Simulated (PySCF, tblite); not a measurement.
# C₃H₁₆Si₄: infrared bands, NMR shifts, electronic excitations and K edges in gas and solvents

Aim: compute the infrared bands, NMR shifts, electronic excitations and K edges of C₃H₁₆Si₄ (`CC(C)[SiH2][SiH2][SiH2][SiH3]`), and see what a dielectric continuum does where one was used.

The runs use tblite 0.8.0 and PySCF 2.14.0, with density-fitted response routines of our own; the level of theory stands in each step. All values are computed, except where a source is named. Atoms are numbered from 0 throughout.

## Step 1: The molecule as given

23 atoms, charge 0, multiplicity 1; geometry from: force field or distance geometry start.

Bonds of the start (Å): C0–C1 1.54, C1–C2 1.52, C1–Si3 1.91, Si3–Si4 2.29, Si4–Si5 2.28, Si5–Si6 2.30, C0–H7 1.09, C0–H8 1.10, C0–H9 1.11, C1–H10 1.10, C2–H11 1.09, C2–H12 1.11, C2–H13 1.10, Si3–H14 1.48, Si3–H15 1.49, Si4–H16 1.49, Si4–H17 1.49, Si5–H18 1.50, Si5–H19 1.49, Si6–H20 1.49, Si6–H21 1.49, Si6–H22 1.48.

## Step 2: Relaxing the molecule with GFN2-xTB

Job settings and geometry (Å):

```
{"job": {"kind": "relax", "xc": "GFN2-xTB", "basis": "xTB"}, "charge": 0, "multiplicity": 1}
C     -2.368300    -1.624200     0.512800
C     -1.580400    -0.326100     0.275100
C     -2.532100     0.857600     0.237600
Si    -0.428600    -0.440500    -1.238200
Si     1.030500     1.329800    -1.281100
Si     2.287600     1.287400     0.623400
Si     3.490000    -0.667600     0.611700
H     -1.708100    -2.482600     0.629200
H     -3.053700    -1.829100    -0.318900
H     -2.981200    -1.548600     1.431800
H     -0.929800    -0.198000     1.157700
H     -2.007600     1.809700     0.162800
H     -3.158100     0.903200     1.152500
H     -3.215600     0.792700    -0.626700
H     -1.255000    -0.483200    -2.464700
H      0.350600    -1.708300    -1.134900
H      1.912600     1.250200    -2.484300
H      0.265300     2.602500    -1.368500
H      3.206000     2.468600     0.672600
H      1.407100     1.360500     1.825900
H      2.558300    -1.823900     0.675500
H      4.392500    -0.735800     1.795200
H      4.313200    -0.767100    -0.608600
```

On the command line:

```bash
$ OMP_NUM_THREADS=1 python probes_run.py task.json out
```

The driver reads the jobs from task.json and runs them one after another.

Output:

```text
step      E/eV     max force
  0    -583.67361    0.687
  1    -583.72071    0.320
  2    -583.74331    0.262
  3    -583.75344    0.237
  4    -583.77717    0.345
  5    -583.79192    0.334
  6    -583.80297    0.227
  7    -583.81042    0.224
  8    -583.81806    0.255
  9    -583.82296    0.181
 10    -583.82565    0.124
 11    -583.82719    0.100
 12    -583.82843    0.093
 13    -583.82944    0.089
 14    -583.83025    0.065
 15    -583.83096    0.074
 16    -583.83163    0.065
 17    -583.83224    0.074
 18    -583.83276    0.075
 19    -583.83325    0.069
 20    -583.83379    0.072
 21    -583.83436    0.061
 22    -583.83484    0.049
 23    -583.83524    0.051
 24    -583.83562    0.059
 25    -583.83601    0.057
 26    -583.83635    0.037
 27    -583.83660    0.036
 28    -583.83683    0.038
 29    -583.83714    0.057
 30    -583.83761    0.067
 31    -583.83820    0.052
 32    -583.83882    0.058
 33    -583.83943    0.059
 34    -583.84005    0.066
 35    -583.84063    0.061
 36    -583.84115    0.045
 37    -583.84164    0.050
 38    -583.84217    0.063
 39    -583.84279    0.067
 40    -583.84338    0.049
 41    -583.84379    0.042
 42    -583.84408    0.034
 43    -583.84434    0.046
 44    -583.84460    0.041
 45    -583.84481    0.026
 46    -583.84498    0.029
 47    -583.84517    0.031
 48    -583.84540    0.041
 49    -583.84565    0.035
 50    -583.84582    0.032
 51    -583.84591    0.022
 52    -583.84599    0.019
 53    -583.84608    0.024
 54    -583.84619    0.031
 55    -583.84630    0.028
 56    -583.84639    0.019
 57    -583.84645    0.016
 58    -583.84652    0.021
 59    -583.84660    0.027
 60    -583.84669    0.020
 61    -583.84677    0.021
 62    -583.84684    0.018
 63    -583.84692    0.026
 64    -583.84700    0.025
 65    -583.84709    0.020
 66    -583.84717    0.017
 67    -583.84727    0.027
 68    -583.84738    0.034
 69    -583.84752    0.030
 70    -583.84767    0.035
 71    -583.84782    0.033
 72    -583.84799    0.027
 73    -583.84814    0.029
 74    -583.84827    0.024
 75    -583.84836    0.021
 76    -583.84846    0.026
 77    -583.84859    0.030
 78    -583.84876    0.040
 79    -583.84890    0.031
 80    -583.84899    0.018
 81    -583.84903    0.018
 82    -583.84908    0.017
 83    -583.84916    0.023
 84    -583.84928    0.025
 85    -583.84940    0.026
 86    -583.84948    0.025
 87    -583.84953    0.016
 88    -583.84958    0.016
 89    -583.84963    0.022
 90    -583.84971    0.024
 91    -583.84980    0.021
 92    -583.84990    0.027
 93    -583.85003    0.028
 94    -583.85019    0.029
 95    -583.85035    0.030
 96    -583.85047    0.024
 97    -583.85056    0.015
 98    -583.85063    0.024
 99    -583.85072    0.034
100    -583.85086    0.035
101    -583.85105    0.026
102    -583.85124    0.028
103    -583.85142    0.028
104    -583.85160    0.032
105    -583.85174    0.030
106    -583.85189    0.031
107    -583.85211    0.033
108    -583.85252    0.046
109    -583.85281    0.050
110    -583.85313    0.033
111    -583.85332    0.023
112    -583.85344    0.022
113    -583.85357    0.036
114    -583.85373    0.038
115    -583.85394    0.038
116    -583.85422    0.027
117    -583.85435    0.033
118    -583.85465    0.037
119    -583.85498    0.042
120    -583.85534    0.038
121    -583.85563    0.040
122    -583.85585    0.053
123    -583.85615    0.049
124    -583.85656    0.058
125    -583.85724    0.052
126    -583.85774    0.051
127    -583.85816    0.043
128    -583.85850    0.039
129    -583.85878    0.054
130    -583.85907    0.052
131    -583.85950    0.045
132    -583.85996    0.034
133    -583.86024    0.043
134    -583.86051    0.039
135    -583.86079    0.032
136    -583.86114    0.033
137    -583.86155    0.039
138    -583.86197    0.046
139    -583.86233    0.048
140    -583.86263    0.042
141    -583.86290    0.032
142    -583.86313    0.028
143    -583.86332    0.027
144    -583.86344    0.023
145    -583.86354    0.022
146    -583.86365    0.022
147    -583.86378    0.021
148    -583.86388    0.021
149    -583.86395    0.020
150    -583.86401    0.019
151    -583.86408    0.020
152    -583.86415    0.019
153    -583.86420    0.014
154    -583.86424    0.013
155    -583.86428    0.012
156    -583.86431    0.016
157    -583.86436    0.017
158    -583.86439    0.013
159    -583.86441    0.011
160    -583.86443    0.011
161    -583.86446    0.012
162    -583.86449    0.016
163    -583.86453    0.016
164    -583.86456    0.012
165    -583.86460    0.011
166    -583.86463    0.011
167    -583.86466    0.014
168    -583.86470    0.015
169    -583.86474    0.016
170    -583.86478    0.015
171    -583.86482    0.012
172    -583.86486    0.016
173    -583.86491    0.017
174    -583.86495    0.016
175    -583.86498    0.013
176    -583.86501    0.011
177    -583.86504    0.012
178    -583.86508    0.013
179    -583.86511    0.014
180    -583.86514    0.012
181    -583.86517    0.011
182    -583.86521    0.017
183    -583.86526    0.018
184    -583.86531    0.015
185    -583.86535    0.017
186    -583.86538    0.016
187    -583.86542    0.016
188    -583.86546    0.016
189    -583.86551    0.016
190    -583.86556    0.017
191    -583.86562    0.017
192    -583.86570    0.026
193    -583.86577    0.025
194    -583.86583    0.016
195    -583.86589    0.015
196    -583.86595    0.021
197    -583.86603    0.029
198    -583.86613    0.031
199    -583.86625    0.036
200    -583.86637    0.025
201    -583.86648    0.025
202    -583.86658    0.023
203    -583.86672    0.025
204    -583.86687    0.026
205    -583.86706    0.028
206    -583.86724    0.030
207    -583.86743    0.030
208    -583.86766    0.033
209    -583.86793    0.032
210    -583.86817    0.026
211    -583.86830    0.019
212    -583.86836    0.021
213    -583.86842    0.018
214    -583.86848    0.020
215    -583.86855    0.015
216    -583.86859    0.015
217    -583.86863    0.012
218    -583.86867    0.010
```

It took 4.2 s on 1 thread of Arm Neoverse N1, shared host; peak memory 0.19 GiB.

Along the way: (not every step is listed)

```csv
step,energy from step 0 (eV),largest force (eV/Å)
0,0.0000,0.6871
1,-0.0471,0.3200
2,-0.0697,0.2616
3,-0.0798,0.2374
4,-0.1036,0.3454
5,-0.1183,0.3337
6,-0.1294,0.2272
7,-0.1368,0.2241
8,-0.1444,0.2548
28,-0.1632,0.0381
48,-0.1718,0.0408
68,-0.1738,0.0341
88,-0.1760,0.0160
108,-0.1789,0.0457
128,-0.1849,0.0389
148,-0.1903,0.0208
168,-0.1911,0.0154
188,-0.1918,0.0162
208,-0.1940,0.0327
213,-0.1948,0.0182
214,-0.1949,0.0196
215,-0.1949,0.0150
216,-0.1950,0.0149
217,-0.1950,0.0121
218,-0.1951,0.0098
```

Close pairs (by a distance rule), those that changed most:

```csv
bond,before (Å),after (Å),change (Å)
Si4–Si5,2.282,2.329,+0.047
Si6–H21,1.490,1.465,-0.025
Si5–H18,1.497,1.472,-0.025
Si3–Si4,2.295,2.316,+0.022
Si4–H16,1.494,1.473,-0.021
Si3–H15,1.492,1.471,-0.020
Si6–H20,1.486,1.466,-0.020
C2–H12,1.110,1.090,-0.019
```

The next job starts from the end point, and lists it.

## Step 3: Infrared spectrum with GFN2-xTB

Job settings and geometry (Å):

```
{"job": {"kind": "ir", "xc": "GFN2-xTB", "basis": "xTB"}, "charge": 0, "multiplicity": 1}
C     -2.364762    -1.700747     0.318620
C     -1.384224    -0.538855     0.205160
C     -2.051044     0.757023     0.656987
Si    -0.686466    -0.367953    -1.568850
Si     0.966911     1.254197    -1.569612
Si     2.163349     1.432489     0.420767
Si     3.250652    -0.502298     1.071576
H     -1.890531    -2.636568     0.031021
H     -3.223537    -1.541594    -0.330675
H     -2.729620    -1.804830     1.340462
H     -0.549787    -0.740356     0.889422
H     -1.351847     1.591912     0.625383
H     -2.424637     0.666977     1.677262
H     -2.894891     0.995696     0.011579
H     -1.830085    -0.116067    -2.459408
H     -0.180802    -1.693193    -1.960309
H      1.907974     0.965176    -2.665155
H      0.403270     2.556314    -1.961179
H      3.116843     2.553274     0.374939
H      1.241046     1.846586     1.494605
H      2.298743    -1.596031     1.290915
H      4.029973    -0.385781     2.306351
H      4.178719    -0.968387     0.037857
```

Output:

```text
mode    cm-1     km/mol
  1      16.6      0.01
  2      29.4      0.01
  3      33.5      0.06
  4      48.3      0.05
  5      69.5      0.11
  6      95.9      1.89
  7     138.2      1.16
  8     215.9      0.16
  9     228.2      0.20
 10     251.3      3.47
 11     293.6      1.89
 12     315.4     38.85
 13     338.4     17.79
 14     377.6      5.28
 15     380.0      3.69
 16     417.2      6.24
 17     427.2     24.65
 18     443.7     15.04
 19     459.9     26.69
 20     508.0      1.72
 21     540.7      3.31
 22     556.7      7.04
 23     576.3    582.01
 24     580.8    444.12
 25     646.4    152.06
 26     665.9     11.35
 27     687.2    311.08
 28     788.0    505.61
 29     808.0    240.73
 30     818.0    165.66
 31     826.3     87.11
 32     840.2    312.69
 33     853.4     89.30
 34     945.2      5.26
 35     948.6     13.91
 36     994.0      1.01
 37    1038.9     15.41
 38    1135.2      1.80
 39    1180.1      1.55
 40    1281.9      1.83
 41    1314.7      0.66
 42    1415.4      3.58
 43    1427.7      1.66
 44    1502.4      0.18
 45    1510.8      2.25
 46    1513.3      0.65
 47    1518.2      3.10
 48    2130.4     75.79
 49    2149.5    239.48
 50    2154.9    296.54
 51    2157.9    122.30
 52    2176.2    667.29
 53    2186.3    201.63
 54    2222.1    412.87
 55    2232.7    455.71
 56    2237.7    194.47
 57    2892.7     72.79
 58    2995.3      1.31
 59    2999.4     99.36
 60    3007.6     46.11
 61    3019.7      3.81
 62    3023.8     72.56
 63    3030.9     25.23
```

It took 2.4 s on 1 thread of Arm Neoverse N1, shared host; peak memory 0.19 GiB.

The strongest bands and the atoms that carry them (share of the mass-weighted mode):

```csv
cm⁻¹,km/mol,atoms
576,582.0,"H15 30 %, H17 16 %, H16 12 %, H18 12 %"
581,444.1,"H14 33 %, H15 23 %"
687,311.1,"H15 37 %, H14 24 %, Si3 24 %"
788,505.6,"H21 27 %, H22 27 %, H20 25 %"
840,312.7,"H17 28 %, H16 28 %, H19 12 %, H18 12 %"
2176,667.3,"H14 47 %, H15 33 %, H17 12 %"
2222,412.9,H20 92 %
2233,455.7,"H22 77 %, H21 18 %"
```

## Step 4: Relaxing the molecule at PBE0-D3(BJ)/def2-SVP

Job settings and geometry (Å):

```
{"job": {"xc": "PBE0", "basis": "def2-SVP", "d3": "d3bj", "grid": 1, "shake": 0.01, "kind": "geom"}, "charge": 0, "multiplicity": 1}
C     -2.344350    -1.726300     0.322800
C     -1.389900    -0.543380     0.203000
C     -2.071240     0.754700     0.648330
Si    -0.653240    -0.365700    -1.572380
Si     0.964100     1.247520    -1.580160
Si     2.159440     1.437310     0.418380
Si     3.260230    -0.504300     1.071820
H     -1.875070    -2.631120     0.025970
H     -3.225370    -1.536190    -0.311320
H     -2.732320    -1.807270     1.350490
H     -0.558650    -0.743270     0.898250
H     -1.346040     1.592830     0.632080
H     -2.452920     0.677190     1.667670
H     -2.911580     0.998460     0.018580
H     -1.834530    -0.126830    -2.459150
H     -0.181330    -1.679140    -1.952830
H      1.909910     0.976290    -2.667210
H      0.394010     2.562150    -1.955350
H      3.114690     2.545450     0.377230
H      1.216110     1.853490     1.499520
H      2.282350    -1.595420     1.281270
H      4.037550    -0.406120     2.297210
H      4.185810    -0.956820     0.016280
```

Output:

```text
step   0  E = -1280.83373409  max force = 0.029657
step   1  E = -1280.84400698  max force = 0.003139
step   2  E = -1280.84446247  max force = 0.001647
step   3  E = -1280.84476482  max force = 0.001102
step   4  E = -1280.84491247  max force = 0.000886
step   5  E = -1280.84511932  max force = 0.001088
step   6  E = -1280.84518854  max force = 0.000829
step   7  E = -1280.84525096  max force = 0.000368
step   8  E = -1280.84527647  max force = 0.000393
step   9  E = -1280.84530362  max force = 0.000470
step  10  E = -1280.84531200  max force = 0.000251
optimisation converged
```

It took 6.8 min on 1 thread of Arm Neoverse N1, shared host; peak memory 0.88 GiB.

Step by step:

```csv
step,energy from step 0 (eV),largest force component (eV/Å)
0,0.0000,1.5250
1,-0.2795,0.1614
2,-0.2919,0.0847
3,-0.3002,0.0567
4,-0.3042,0.0456
5,-0.3098,0.0559
6,-0.3117,0.0426
7,-0.3134,0.0189
8,-0.3141,0.0202
9,-0.3148,0.0242
10,-0.3151,0.0129
```

Distances of close pairs at the start and the end, largest changes first:

```csv
bond,before (Å),after (Å),change (Å)
Si3–Si4,2.284,2.348,+0.064
Si3–H15,1.447,1.499,+0.052
Si6–H21,1.454,1.495,+0.041
C0–H7,1.062,1.101,+0.039
Si5–H18,1.464,1.497,+0.034
Si4–H16,1.466,1.498,+0.031
C1–Si3,1.930,1.901,-0.029
C2–H13,1.078,1.103,+0.025
```

The next job starts from the end point, and lists it.

```csv
at the end point,value
point group (found at 0.08 Å tolerance),C1
"rotational constants (GHz, main isotopes)","1.387, 0.658, 0.576"
dipole moment (D),0.91
```

## Step 5: Shielding tensors: PBE0/pcSseg-1

Job settings and geometry (Å):

```
{"job": {"kind": "nmr", "xc": "PBE0", "basis": "pcSseg-1"}, "charge": 0, "multiplicity": 1}
C     -2.281978    -1.669724     0.469649
C     -1.374721    -0.452632     0.298514
C     -2.121496     0.857842     0.539460
Si    -0.524613    -0.459730    -1.402046
Si     0.944188     1.366092    -1.550147
Si     2.132134     1.432598     0.472712
Si     3.114655    -0.670967     0.809861
H     -1.730892    -2.615312     0.352365
H     -3.099180    -1.666805    -0.270717
H     -2.747022    -1.677582     1.470139
H     -0.551740    -0.526029     1.034645
H     -1.456626     1.734266     0.474121
H     -2.584163     0.870508     1.540469
H     -2.929607     1.000698    -0.196876
H     -1.553487    -0.409624    -2.491737
H      0.269755    -1.718706    -1.576551
H      1.914473     1.190454    -2.677449
H      0.204535     2.651553    -1.762642
H      3.180969     2.501153     0.475812
H      1.180289     1.708787     1.597298
H      2.038918    -1.709602     0.874856
H      3.903967    -0.720987     2.079051
H      4.017725    -0.998305    -0.336473
```

Method: GIAO PBE0/pcSseg-1 NMR shielding, non-relativistic, gas phase.

Output:

```text
coarse grid: 19680 points
cycle   1  E = -1281.1405404974  dE = -1.375e-01  |g| = 3.589e-01  |ddm| = 4.060e+00
cycle   2  E = -1281.1275865996  dE =  1.295e-02  |g| = 4.221e-01  |ddm| = 7.108e-01
cycle   3  E = -1281.1749377023  dE = -4.735e-02  |g| = 4.351e-02  |ddm| = 4.317e-01
cycle   4  E = -1281.1753304996  dE = -3.928e-04  |g| = 1.871e-02  |ddm| = 5.969e-02
cycle   5  E = -1281.1754134419  dE = -8.294e-05  |g| = 4.388e-03  |ddm| = 1.965e-02
cycle   6  E = -1281.1754177594  dE = -4.318e-06  |g| = 4.981e-04  |ddm| = 4.476e-03
final grid: 167280 points
cycle   7  E = -1281.2138387039  dE = -3.597e-05  |g| = 6.737e-03  |ddm| = 3.400e-02
cycle   8  E = -1281.2138319356  dE =  6.768e-06  |g| = 8.333e-03  |ddm| = 1.387e-02
cycle   9  E = -1281.2138503689  dE = -1.843e-05  |g| = 6.150e-04  |ddm| = 7.979e-03
cycle  10  E = -1281.2138504428  dE = -7.391e-08  |g| = 2.200e-04  |ddm| = 7.218e-04
cycle  11  E = -1281.2138504545  dE = -1.168e-08  |g| = 2.981e-05  |ddm| = 1.881e-04
cycle  12  E = -1281.2138504546  dE = -1.696e-10  |g| = 8.848e-06  |ddm| = 4.761e-05
converged SCF energy = -1281.2138504546

GIAO shielding tensors (ppm)
atom      isotropic    diamagn.    paramagn.     s11        s22        s33       span
  0 C      161.554     245.020     -83.466    145.434    153.326    185.902     40.469
  1 C      171.374     252.736     -81.362    162.205    173.862    178.056     15.851
  2 C      163.272     248.528     -85.256    149.090    157.280    183.446     34.356
  3 Si     407.079     882.624    -475.545    367.766    377.884    475.587    107.821
  4 Si     469.518     882.411    -412.893    460.262    470.343    477.949     17.687
  5 Si     469.503     882.061    -412.558    460.972    471.026    476.512     15.539
  6 Si     457.048     880.653    -423.605    451.781    454.948    464.417     12.636
  7 H       29.941      29.503       0.438     25.026     28.228     36.570     11.544
  8 H       30.343      29.005       1.338     26.410     28.256     36.363      9.954
  9 H       29.985      28.751       1.235     25.450     27.179     37.327     11.876
 10 H       30.447      35.759      -5.312     25.774     29.010     36.556     10.782
 11 H       30.151      32.292      -2.140     24.608     30.710     35.136     10.528
 12 H       30.078      30.363      -0.285     26.060     26.932     37.242     11.181
 13 H       30.481      30.679      -0.199     27.025     28.025     36.394      9.369
 14 H       27.499      30.877      -3.378     23.944     25.901     32.652      8.708
 15 H       27.308      31.388      -4.081     24.450     25.784     31.688      7.238
 16 H       27.887      30.290      -2.403     24.415     25.220     34.026      9.611
 17 H       27.645      30.351      -2.706     24.197     25.281     33.458      9.261
 18 H       27.669      29.410      -1.741     23.808     24.885     34.312     10.504
 19 H       27.804      31.083      -3.279     24.007     27.132     32.273      8.266
 20 H       27.692      30.505      -2.812     23.386     27.965     31.726      8.341
 21 H       27.542      28.569      -1.027     24.111     24.718     33.797      9.686
 22 H       27.704      29.165      -1.461     24.321     25.767     33.024      8.703
```

It took 87 s on 1 thread of Arm Neoverse N1, shared host; peak memory 1.1 GiB.

The references, computed at this level on geometries of the same kind, shield at (ppm): 1H TMS 31.27, 13C TMS 184.4, 29Si TMS 352.0. Their shielding less the atom's gives the shift. The references are single molecules in the gas phase. Atoms listed in one row are averaged.

```csv
atoms,environment,σ (ppm),δ (ppm),δ scaled to CDCl3
"C0, C2",methyl carbon,162.4,22.0,20.9
C1,sp3 CH bonded to Si,171.4,13.0,12.2
"H14, H15","hydrogen on a silicon bonded to C, Si",27.40,3.86,–
"H20, H21, H22",hydrogen on a silicon bonded to Si,27.65,3.62,–
"H18, H19",hydrogen on a silicon bonded to 2 Si,27.74,3.53,–
"H16, H17",hydrogen on a silicon bonded to 2 Si,27.77,3.50,–
"H7, H8, H9, H11, H12, H13",hydrogen on a methyl carbon,30.16,1.10,1.26
H10,hydrogen on an sp3 CH bonded to Si,30.45,0.82,0.99
Si3,"silicon bonded to C, Si, 2 H",407.1,-55.1,–
Si6,"silicon bonded to Si, 3 H",457.0,-105.1,–
Si5,"silicon bonded to 2 Si, 2 H",469.5,-117.5,–
Si4,"silicon bonded to 2 Si, 2 H",469.5,-117.5,–
```

The scaled column applies a straight-line fit of computed shieldings to shifts measured in CDCl3 (root-mean-square error 0.21 ppm for H, 2.0 ppm for C).

Charges from the same density, by scheme (e):

```csv
atoms,Mulliken,IAO,Hirshfeld,ESP fit
"C0, C2",-0.24,-0.40,-0.11,-0.55
C1,-0.62,-0.34,-0.10,0.35
Si3,0.33,0.45,0.24,0.16
Si4,-0.02,0.13,0.14,0.07
Si5,-0.03,0.14,0.14,0.08
Si6,0.21,0.28,0.21,0.20
```

Mayer bond orders: C0–C1 1.04, C1–C2 1.03, C1–Si3 0.88, Si3–Si4 0.88, Si4–Si5 0.87, Si5–Si6 0.89.

[end of part 1 of 2]
